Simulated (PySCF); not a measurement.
**LiBe: the SCF solver's settings**

Do solver options change the result for LiBe, or only the number of cycles?

Computed with PySCF 2.14.0. Level: method and basis as typed in the scripts.

## Step 1: Starting geometry

LiBe: 2 atoms, charge 0, spin multiplicity 2.

Bond lengths: Li1–Be2 2.133 Å.

## Step 2: The run that the others are compared with

File input.py:

```python
from pyscf import gto, dft

mol = gto.M(
    atom='Li 0 0 0; Be 0 0 2.133',
    basis='x2c-svpall',
    charge=0,
    spin=1,
    verbose=4,
)
mf = dft.UKS(mol, xc='blyp')
mf = mf.sfx2c1e()
mf.kernel()
mf.stability(internal=True, external=True)
mf.dip_moment()
print('orbital energies (hartree):', [e[max(0, n-3):n+3].round(4) for e, n in zip(mf.mo_energy, mol.nelec)])
```

The run is started by

```console
> OMP_NUM_THREADS=1 python input.py
```

Its log is not repeated here.

In short: E(SCF) = -22.128380 Eh, 9 cycles, ⟨S²⟩ = 0.757, μ = 2.62 D, internal stable; real -> complex stable; UHF/UKS -> GHF/GKS unstable.

The bond length is a typed value, not an optimised one.

## Step 3: Convergence threshold 1e-16 hartree

Run 1 changes convergence threshold: default → 1e-16 hartree.

File input.py:

```python
from pyscf import gto, dft

mol = gto.M(
    atom='Li 0 0 0; Be 0 0 2.133',
    basis='x2c-svpall',
    charge=0,
    spin=1,
    verbose=4,
)
mf = dft.UKS(mol, xc='blyp')
mf = mf.sfx2c1e()
mf.conv_tol = 1e-16
mf.kernel()
mf.stability(internal=True, external=True)
mf.dip_moment()
print('orbital energies (hartree):', [e[max(0, n-3):n+3].round(4) for e, n in zip(mf.mo_energy, mol.nelec)])
```

The run is started by

```console
> OMP_NUM_THREADS=1 python input.py
```

## Step 4: Second-order solver on

Run 2 changes second-order solver: off → on.

input.py, as its differences from that of step 2:

```diff
@@ -11,2 +11,3 @@
 mf = mf.sfx2c1e()
+mf = mf.newton()
 mf.kernel()
```

## Step 5: Smearing width 0.01 hartree

Run 3 changes smearing width: none → 0.01 hartree; step after the SCF: stability → none.

input.py, as its differences from that of step 2:

```diff
@@ -1,2 +1,2 @@
-from pyscf import gto, dft
+from pyscf import gto, dft, scf
 
@@ -11,4 +11,4 @@
 mf = mf.sfx2c1e()
+mf = scf.addons.smearing_(mf, sigma=0.01, method='fermi')
 mf.kernel()
-mf.stability(internal=True, external=True)
 mf.dip_moment()
```

## Step 6: Point-group symmetry on

Run 4 changes point-group symmetry: off → on.

input.py, as its differences from that of step 2:

```diff
@@ -7,2 +7,3 @@
     spin=1,
+    symmetry=True,
     verbose=4,
```

## Step 7: Damping 0.8

Run 5 changes damping: none → 0.8.

input.py, as its differences from that of step 2:

```diff
@@ -11,2 +11,4 @@
 mf = mf.sfx2c1e()
+mf.damp = 0.8
+mf.diis_start_cycle = 8
 mf.kernel()
```

Before running it: what results should come out? Wanted: for each run, E(SCF); from base; gap, α spin; SCF dipole; after the SCF.

**Answer**, as computed:

| run | E(SCF) (hartree) | from base (eV) | cycles | gap, α spin (eV) | SCF dipole (D) | after the SCF |
| --- | --- | --- | --- | --- | --- | --- |
| base | -22.128380 | 0 | 9 | 0.69 | 2.62 | unstable: UHF/UKS -> GHF/GKS |
| convergence threshold 1e-16 hartree | -22.128380 | 0.0000 | 16 | 0.69 | 2.62 | unstable: UHF/UKS -> GHF/GKS |
| second-order solver on | -22.128380 | 0.0000 | 5 macro | 0.69 | 2.62 | unstable: UHF/UKS -> GHF/GKS |
| smearing width 0.01 hartree | -22.113022 | not comparable | 11 | n/a | 2.49 | n/a |
| point-group symmetry on | -22.128380 | 0.0000 | 9 | 0.69 | 2.62 | unstable: UHF/UKS -> GHF/GKS (point group kept) |
| damping 0.8 | -22.128380 | 0.0000 | 14 | 0.69 | 2.62 | unstable: UHF/UKS -> GHF/GKS |

Distance from each run's final energy (log10 hartree) by cycle:

| run | cycle 1 | cycle 2 | cycle 3 | cycle 5 | cycle 8 | cycle 12 |
| --- | --- | --- | --- | --- | --- | --- |
| base | -2.0 | -1.4 | -2.7 | -4.4 | -9.0 | done |
| convergence threshold 1e-16 hartree | -2.0 | -1.4 | -2.7 | -4.4 | -9.0 | < -11 |
| second-order solver on | -2.6 | -3.8 | -8.4 | < -11 | done | done |
| smearing width 0.01 hartree | -1.9 | -1.7 | -2.6 | -4.9 | -8.3 | done |
| point-group symmetry on | -2.0 | -1.4 | -2.7 | -4.4 | -9.0 | done |
| damping 0.8 | -2.0 | -2.5 | -2.9 | -3.5 | -4.7 | -8.8 |

In words: No change of the SCF energy comes from convergence threshold 1e-16 hartree or second-order solver on or point-group symmetry on or damping 0.8. The base needs 9 cycles and the run with damping 0.8 needs 14.
